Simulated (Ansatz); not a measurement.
# InSbTe3: the cost of one run

Program: Ansatz 0.2.0. Level of theory: DFT PBE, scalar-relativistic, plane waves, PAW. These are calculated values, not measurements.

1 further run of the same task is left out (set aside as unsound or not needed). Runs told in other sessions of the task aren't counted.

### Step 1. The system as given

It takes space group P3m1 (No. 156, trigonal). The conventional cell has a = 4.325 Å, b = 4.325 Å, c = 10.533 Å, α = 90.00°, β = 90.00°, γ = 120.00°. Around In (site symmetry 3m) lie 6 Te at 2.91 to 3.18 Å. Sb (site symmetry 3m) is surrounded by 6 Te at 3.01 to 3.20 Å. Te (site symmetry 3m) has 3 In at 3.18 Å and 3 Sb at 3.20 Å in its first shell of neighbours. Around Te (site symmetry 3m) lie 3 In at 2.91 Å. Te (site symmetry 3m) is surrounded by 3 Sb at 3.01 Å.

As a file:

```
CELL_PARAMETERS angstrom
4.32544 0.00000 0.00000
-2.16272 3.74594 0.00000
0.00000 0.00000 10.53344
ATOMIC_POSITIONS crystal
In 0.66667 0.33333 0.19114
Sb 0.33333 0.66667 0.81541
Te 0.00000 0.00000 0.00475
Te 0.33333 0.66667 0.33360
Te 0.66667 0.33333 0.65511
```

The cell was relaxed beforehand at this level, from a database cell with other species swapped in; it is a trial structure. At a tolerance of 0.05 Å it has space group P3m1 (No. 156); it has 34.13 Å³/atom, an uncorrected energy of -0.19 eV/atom over the elements.

### Step 2. Static run: bands, density of states and charges

input.yaml

```yaml
crystal:
  lattice:
    - [4.3254434642, 0.0, 0.0]
    - [-2.1627217321, 3.7459439226, 0.0]
    - [0.0, 0.0, 10.5334405124]
  atoms:
    - { symbol: In, position: [0.6666666667, 0.3333333333, 0.1911385612] }
    - { symbol: Sb, position: [0.3333333333, 0.6666666667, 0.8154086711] }
    - { symbol: Te, position: [0.0, 0.0, 0.0047510533] }
    - { symbol: Te, position: [0.3333333333, 0.6666666667, 0.3335965745] }
    - { symbol: Te, position: [0.6666666667, 0.3333333333, 0.6551051399] }
basis:
  ecutwfc: 420
kpoints:
  mp_grid: { grid: [12, 12, 4] }
  band_path:
    path:
      - [[0.0, 0.0, 0.0], [0.5, 0.0, 0.0], [0.33333333, 0.33333333, 0.0], [0.0, 0.0, 0.0], [0.0, 0.0, 0.5], [0.5, 0.0, 0.5], [0.33333333, 0.33333333, 0.5], [0.0, 0.0, 0.5]]
      - [[0.5, 0.0, 0.5], [0.5, 0.0, 0.0]]
      - [[0.33333333, 0.33333333, 0.5], [0.33333333, 0.33333333, 0.0]]
    npoints: 14
hamiltonian:
  xc: pbe
scf:
  occupations: { method: gaussian, width: 0.1 }
  n_extra_bands: 12
output:
  forces: true
  stress: true
  eigenvalues: true
  populations: true
  dos: { projected: true, de: 0.02, nscf_kmesh: { grid: [15, 15, 5] } }
  bader: true
  write_density: true
  write_potential: true
  elf: true
  volumetric_format: npy
```

Started as:

```
$ ansatz run input.yaml --threads 1 --pin off --max-ram 2560MiB --backend cpu --events-out ev --progress --plain --runs-dir out
```

**Question.** How long does this run take on 1 thread of Intel Xeon at 2.50GHz (Skylake/Cascade Lake), shared host, and how much memory does it need?

About 6.4 min, with a peak of 0.96 GiB.
